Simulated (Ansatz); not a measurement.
# CH5BCl2O: the cost of one run

Program: Ansatz 0.2.0. Level of theory: RKS PBE-D4/6-31G*. These are calculated values, not measurements.

## Step 1: The structure to begin with

Bond lengths: B1–Cl3 1.860 Å, B1–Cl4 1.860 Å, B1–O5 1.710 Å, O5–C6 1.420 Å, C6–H7 1.110 Å, C6–H8 1.110 Å, C6–H9 1.110 Å. Angles: Cl3–B1–Cl4 120.0°, Cl3–B1–O5 97.0°, Cl4–B1–O5 101.2°, B1–O5–C6 125.0°, O5–C6–H7 109.5°, O5–C6–H8 109.5°, O5–C6–H9 109.5°, H7–C6–H8 109.4°, H7–C6–H9 109.4°, H8–C6–H9 109.4°.

Coordinates:

```xyz
10

B     0.0000    0.0000    0.0000
H     0.0000    0.0000    1.5400
Cl    1.6108    0.0000   -0.9300
Cl   -1.6108    0.0000   -0.9300
O     0.0715   -1.6212    0.5392
C    -0.5794   -2.7171   -0.0867
H     0.1085   -3.5877   -0.1182
H    -1.4893   -2.9859    0.4895
H    -0.8668   -2.4357   -1.1212
H     0.0379   -0.8605    1.5370
```

## Step 2: A restrained relaxation towards end A

Springs on the bonds that form and break draw the guess towards this end; the thresholds are loose.

The input, input.yaml:

```yaml
crystal:
  periodic: [false, false, false]
  atoms:
    - { symbol: B, position_ang: [0.0, 0.0, 0.0] }
    - { symbol: H, position_ang: [0.0, 0.0, 1.54] }
    - { symbol: Cl, position_ang: [1.6108, 0.0, -0.93] }
    - { symbol: Cl, position_ang: [-1.6108, 0.0, -0.93] }
    - { symbol: O, position_ang: [0.0715, -1.6212, 0.5392] }
    - { symbol: C, position_ang: [-0.5794, -2.7171, -0.0867] }
    - { symbol: H, position_ang: [0.1085, -3.5877, -0.1182] }
    - { symbol: H, position_ang: [-1.4893, -2.9859, 0.4895] }
    - { symbol: H, position_ang: [-0.8668, -2.4357, -1.1212] }
    - { symbol: H, position_ang: [0.0379, -0.8605, 1.537] }
basis:
  gaussian: { orbitals: "6-31G*" }
hamiltonian:
  xc: pbe
  dispersion: d4
relax:
  f_tol: 0.15
  max_steps: 25
  restrain:
    - { distance: [0, 4], at: 2.61, k: 30.0 }
    - { distance: [9, 1], at: 1.86, k: 30.0 }
    - { distance: [0, 1], at: 1.19, k: 30.0 }
    - { distance: [9, 4], at: 1.01, k: 30.0 }
output:
  orbitals: {}
```

Started as:

```sh
$ ansatz run input.yaml --threads 2 --pin off --max-ram 3072MiB --backend cpu --events-out ev --progress --plain --runs-dir out
```

Q: Estimate wall time and peak memory on 2 threads of Intel Xeon 6975P-C (Granite Rapids), shared host.

About 11 s, with a peak of 0.17 GiB.
